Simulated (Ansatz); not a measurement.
# Li3In: the cost of one run

Computed with Ansatz 0.2.0 (DFT PBE, scalar-relativistic, plane waves, PAW, unless a step's input says otherwise).

### 1 The system as given

Symmetry: P3m1, No. 156, trigonal system. The conventional cell has a = 4.658 Å, b = 4.658 Å, c = 17.000 Å, α = 90.00°, β = 90.00°, γ = 120.00°. Li (site symmetry 3m) is surrounded by 3 Li at 2.85 Å and 1 In at 2.85 Å. Around Li (site symmetry 3m) lie 3 In at 2.85 Å and 3 Li at 2.85 Å. Li (site symmetry 3m) is surrounded by 6 Li at 2.85 Å. In (site symmetry 3m) has 4 Li at 2.85 Å as nearest neighbours.

Structure file:

```cif
data_structure
_symmetry_space_group_name_H-M 'P3m1'
_symmetry_Int_Tables_number 156
_cell_length_a 4.6577
_cell_length_b 4.6577
_cell_length_c 17.0000
_cell_angle_alpha 90.000
_cell_angle_beta 90.000
_cell_angle_gamma 120.000
_cell_volume 319.39
loop_
_atom_site_label
_atom_site_type_symbol
_atom_site_symmetry_multiplicity
_atom_site_Wyckoff_symbol
_atom_site_fract_x
_atom_site_fract_y
_atom_site_fract_z
_atom_site_occupancy
Li1 Li 1 a 0.00000 0.00000 0.58389 1
Li2 Li 1 c 0.66667 0.33333 0.47204 1
Li3 Li 1 b 0.33333 0.66667 0.52796 1
In1 In 1 a 0.00000 0.00000 0.41611 1
```

A structure generator made this guess: thin slice cut from a crystal along (111). Its size is a rough estimate.

Only a and b are periodic; c spans vacuum, so the box's volume, pressure and space group aren't properties of the sheet.

### 2 Probe: one point on a coarse mesh

Contents of input.yaml:

```yaml
crystal:
  lattice:
    - [4.657668, 0.0, 0.0]
    - [-2.328834, 4.033659, 0.0]
    - [0.0, 0.0, 17.0]
  atoms:
    - { symbol: Li, position: [0.0, 0.0, 0.58388905] }
    - { symbol: Li, position: [0.66666667, 0.33333333, 0.47203698] }
    - { symbol: Li, position: [0.33333333, 0.66666667, 0.52796302] }
    - { symbol: In, position: [0.0, 0.0, 0.41611095] }
  periodic: [true, true, false]
basis:
  ecutwfc: 420
kpoints:
  mp_grid: { grid: [6, 6, 1] }
hamiltonian:
  xc: pbe
scf:
  occupations: { method: gaussian, width: 0.1 }
  lower_state_search: "off"
output:
  forces: true
  stress: true
  eigenvalues: true
```

The run is started by

```
$ ansatz run input.yaml --threads 1 --pin off --max-ram 2560MiB --backend cpu --events-out ev --progress --plain --runs-dir out
```

Q: Estimate wall time and peak memory on 1 thread of Intel Xeon at 2.70GHz, shared host.

About 10 s, with a peak of 0.53 GiB.
